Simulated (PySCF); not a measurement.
# One shape, several levels: C2H10N2Si (SMILES C[SiH](C)NN)

We compute a comparison of 6 runs (HF/STO-3G, HF/def2-SVP, B3LYP/6-31G, TPSSh/3-21G, B3LYP/6-31G*, TPSS/6-31G**) of C2H10N2Si. The job is set up through a Python script.

The results are computed with PySCF 2.14.0.

## Step 1: The molecule

The species is C2H10N2Si (15 atoms), meant as a singlet with charge 0. SMILES: `C[SiH](C)NN`. The coordinates come from a GFN2-xTB relaxation. This is one conformer, not always the lowest.

Bond lengths: C1–Si2 1.902 Å, Si2–C3 1.910 Å, Si2–N4 1.734 Å, N4–N5 1.427 Å, C1–H6 1.086 Å, C1–H7 1.087 Å, C1–H8 1.085 Å, Si2–H9 1.465 Å, C3–H10 1.087 Å, C3–H11 1.088 Å, C3–H12 1.086 Å, N4–H13 1.010 Å, N5–H14 1.017 Å, N5–H15 1.020 Å. Some angles: C1–Si2–C3 108.3°, C1–Si2–N4 106.3°, C3–Si2–N4 114.9°, Si2–N4–N5 124.6°, C1–Si2–H9 113.1°, C3–Si2–H9 111.0°, N4–Si2–H9 103.1°, Si2–C1–H6 111.1°, Si2–C1–H7 112.2°, Si2–C1–H8 110.8°.

## Step 2: Energy and forces at HF/STO-3G (run 1)

Contents of input.py:

```python
from pyscf import gto, scf

system = gto.M(
    atom='''
C     -1.403040    -0.223960     1.022740
Si     0.424550     0.136160     0.637560
C      1.232040    -1.473350     0.001660
N      0.434680     1.453090    -0.489980
N     -0.363180     1.513750    -1.671540
H     -1.943780     0.691450     1.242440
H     -1.907170    -0.717330     0.195680
H     -1.494750    -0.873080     1.887460
H      1.159290     0.675600     1.784350
H      2.278840    -1.314830    -0.242940
H      0.743540    -1.848920    -0.894730
H      1.188620    -2.262460     0.746080
H      1.284810     1.976260    -0.641730
H     -1.331510     1.627930    -1.383820
H     -0.302930     0.639690    -2.193240
''',
    max_memory=1860,
    verbose=4,
    basis='sto-3g',
)

mf = scf.RHF(system)
mf.conv_tol = 1e-10
mf.kernel()
if not mf.converged:
    mf = mf.newton().run(mf.mo_coeff, mf.mo_occ)

e_final = mf.e_tot
print('E = %.10f Eh' % e_final)
grad = mf.nuc_grad_method().kernel()
mf.analyze()
```

Command:

```console
OMP_NUM_THREADS=1 python input.py
```

What it wrote:

```text
PySCF version 2.14.0

[... 85 lines left out ...]
One-electron Energy =                -1144.514093751923383
[... 7 lines left out ...]
MO #3   energy= -15.2597501450167  occ= 2
[... 5 lines left out ...]
MO #9   energy= -4.01730958710794  occ= 2
[... 5 lines left out ...]
MO #15  energy= -0.600140607399393 occ= 2
[... 5 lines left out ...]
MO #21  energy= -0.476266093667563 occ= 2
[... 5 lines left out ...]
MO #27  energy= 0.489801992772776  occ= 0
[... 5 lines left out ...]
MO #33  energy= 0.724274809927467  occ= 0
[... 5 lines left out ...]
MO #39  energy= 0.796157949898141  occ= 0
[... 57 lines left out ...]
Dipole moment(X, Y, Z, Debye):  0.02561, -1.69717,  0.65655
```

Run time: 3.3 s. Hardware: 1 thread of Intel Xeon at 2.70GHz, shared host; peak memory 0.12 GiB.

## Step 3: Energy and forces at HF/def2-SVP (run 2)

Contents of geometry.xyz:

```xyz
15
C2H10N2Si
C     -1.403040    -0.223960     1.022740
Si     0.424550     0.136160     0.637560
C      1.232040    -1.473350     0.001660
N      0.434680     1.453090    -0.489980
N     -0.363180     1.513750    -1.671540
H     -1.943780     0.691450     1.242440
H     -1.907170    -0.717330     0.195680
H     -1.494750    -0.873080     1.887460
H      1.159290     0.675600     1.784350
H      2.278840    -1.314830    -0.242940
H      0.743540    -1.848920    -0.894730
H      1.188620    -2.262460     0.746080
H      1.284810     1.976260    -0.641730
H     -1.331510     1.627930    -1.383820
H     -0.302930     0.639690    -2.193240
```

Contents of calc.py:

```python
# C[SiH](C)NN
import pyscf.grad
from pyscf import gto, scf

mol = gto.M(
    atom='geometry.xyz',
    basis='def2-svp',
    verbose=3,
    max_memory=1860,
)

mf = scf.RHF(mol)
mf.conv_tol = 1e-10
mf.kernel()
if not mf.converged:
    mf = mf.newton().run(mf.mo_coeff, mf.mo_occ)

e_tot = mf.e_tot
print('E = %.10f Eh' % e_tot)
grad = mf.Gradients().kernel()
mf.analyze()
```

Command:

```console
OMP_NUM_THREADS=1 python calc.py
```

What it wrote:

```text
converged SCF energy = -479.152881597842
[... 13 lines left out ...]
MO #4   energy= -11.2066645119212  occ= 2
[... 14 lines left out ...]
MO #19  energy= -0.547076775915565 occ= 2
[... 14 lines left out ...]
MO #34  energy= 0.276897525717796  occ= 0
[... 14 lines left out ...]
MO #49  energy= 0.781488160059066  occ= 0
[... 14 lines left out ...]
MO #64  energy= 1.07813143791755   occ= 0
[... 14 lines left out ...]
MO #79  energy= 1.68881158292913   occ= 0
[... 14 lines left out ...]
MO #94  energy= 2.19919081515477   occ= 0
[... 14 lines left out ...]
MO #109 energy= 2.79033353817863   occ= 0
[... 14 lines left out ...]
MO #124 energy= 3.78941057262352   occ= 0
[... 16 lines left out ...]
Dipole moment(X, Y, Z, Debye): -0.26274, -1.42360, -0.04745
```

Wall time 22 s (1 thread of Intel Xeon at 2.70GHz, shared host); peak memory 0.34 GiB.

Runs 3 to 4 aren't shown in full; the table further down has their settings and results.

## Step 4: Energy and forces at B3LYP/6-31G(d) (spherical functions) (run 5)

Contents of input.py:

```python
from pyscf import gto, dft

molecule = gto.M(
    atom=[
    ('C', (-1.403040, -0.223960, 1.022740)),
    ('Si', (0.424550, 0.136160, 0.637560)),
    ('C', (1.232040, -1.473350, 0.001660)),
    ('N', (0.434680, 1.453090, -0.489980)),
    ('N', (-0.363180, 1.513750, -1.671540)),
    ('H', (-1.943780, 0.691450, 1.242440)),
    ('H', (-1.907170, -0.717330, 0.195680)),
    ('H', (-1.494750, -0.873080, 1.887460)),
    ('H', (1.159290, 0.675600, 1.784350)),
    ('H', (2.278840, -1.314830, -0.242940)),
    ('H', (0.743540, -1.848920, -0.894730)),
    ('H', (1.188620, -2.262460, 0.746080)),
    ('H', (1.284810, 1.976260, -0.641730)),
    ('H', (-1.331510, 1.627930, -1.383820)),
    ('H', (-0.302930, 0.639690, -2.193240)),
],
    charge=0,
    max_memory=1860,
    basis='6-31g*',
    verbose=3,
)

mf = dft.RKS(molecule, xc='b3lyp')
mf.grids.level = 5
mf.conv_tol = 1e-10
mf.kernel()
if not mf.converged:
    mf = mf.newton().run(mf.mo_coeff, mf.mo_occ)

e_tot = mf.e_tot
print('E(%s) = %.9f' % ('B3LYP', e_tot))
grad = mf.nuc_grad_method().kernel()
dip = mf.dip_moment()
pop, q = mf.mulliken_pop()
```

Command:

```console
OMP_NUM_THREADS=1 python input.py
```

What it wrote:

```text
converged SCF energy = -481.218348954438
[... 9 lines left out ...]
Dipole moment(X, Y, Z, Debye): -0.33436, -1.42896, -0.10934
[... 110 lines left out ...]
charge of   14H =      0.30059
```

It took 59 s on 1 thread of Intel Xeon at 2.70GHz, shared host; peak memory 0.97 GiB.

## Step 5: Energy and gradient at TPSS/6-31G(d,p) (spherical functions) (run 6)

geometry.xyz: that of step 3 with these lines changed.

```diff
@@ -1,3 +1,3 @@
 15
-C2H10N2Si
+
 C     -1.403040    -0.223960     1.022740
```

Contents of run.py:

```python
from pyscf import gto, dft

mol = gto.M(
    atom='geometry.xyz',
    verbose=4,
    max_memory=1860,
    basis='6-31g**',
    spin=0,
)

mf = dft.RKS(mol)
mf.xc = 'tpss'
mf.conv_tol = 1e-10
mf.grids.level = 5
mf.kernel()
if not mf.converged:
    mf = mf.newton().run(mf.mo_coeff, mf.mo_occ)

e_tot = mf.e_tot
print('E(%s) = %.9f' % ('TPSS', e_tot))
grad = mf.nuc_grad_method().kernel()
mf.analyze()
```

Command:

```console
OMP_NUM_THREADS=1 python run.py
```

What it wrote:

```text
PySCF version 2.14.0

[... 102 lines left out ...]
Nuclear Repulsion Energy =             246.837630928765122
[... 17 lines left out ...]
MO #12  energy= -0.645044113902374 occ= 2
[... 15 lines left out ...]
MO #28  energy= 0.0674673018715191 occ= 0
[... 15 lines left out ...]
MO #44  energy= 0.454400971698632  occ= 0
[... 15 lines left out ...]
MO #60  energy= 0.866883284675089  occ= 0
[... 15 lines left out ...]
MO #76  energy= 1.42824444670732   occ= 0
[... 15 lines left out ...]
MO #92  energy= 2.15343123582005   occ= 0
[... 15 lines left out ...]
MO #108 energy= 2.75010667638366   occ= 0
[... 15 lines left out ...]
MO #124 energy= 3.48413929199365   occ= 0
[... 142 lines left out ...]
Dipole moment(X, Y, Z, Debye): -0.35786, -1.34088, -0.17581
```

Wall time 1.9 min (1 thread of Intel Xeon at 2.70GHz, shared host); peak memory 1.3 GiB.

## Step 6: Overview of the runs

| run | level | integration grid | energy (Eh) | dipole moment (D) | HOMO energy (eV) | LUMO energy (eV) | wall time |
| --- | --- | --- | --- | --- | --- | --- | --- |
| 1 | HF/STO-3G | – | -473.730365 | 1.82 | -7.66 | 13.16 | 3.3 s |
| 2 | HF/def2-SVP | – | -479.152882 | 1.45 | -10.07 | 4.20 | 22 s |
| 3 | B3LYP/6-31G | 5 | -481.131679 | 1.90 | -5.99 | 1.51 | 40 s |
| 4 | TPSSh/3-21G | 5 | -478.667434 | 1.59 | -5.24 | 1.93 | 62 s |
| 5 | B3LYP/6-31G* (spherical functions) | 5 | -481.218349 | 1.47 | -6.07 | 1.60 | 59 s |
| 6 | TPSS/6-31G** (spherical functions) | 5 | -481.266348 | 1.40 | -5.00 | 1.14 | 1.9 min |

## Step 7: What came out

```
                       quantity          value
            run 6: total energy  -481.26635 Eh
           run 6: dipole moment         1.40 D
             run 6: HOMO energy       -5.00 eV
             run 6: LUMO energy        1.14 eV
           run 6: HOMO–LUMO gap        6.14 eV
run 6: largest force on an atom     0.848 eV/Å
```

The dipole moment (its size) runs from 1.40 D (TPSS/6-31G**) to 1.90 D (B3LYP/6-31G). The two ends differ in method and basis. The HOMO–LUMO gap runs from 6.14 eV (TPSS/6-31G**) to 20.82 eV (HF/STO-3G). Totals of different functionals can't be ranked against each other. In run 1 the basis is minimal, so the values are rough. All runs together took 5 min, the longest 1.9 min.
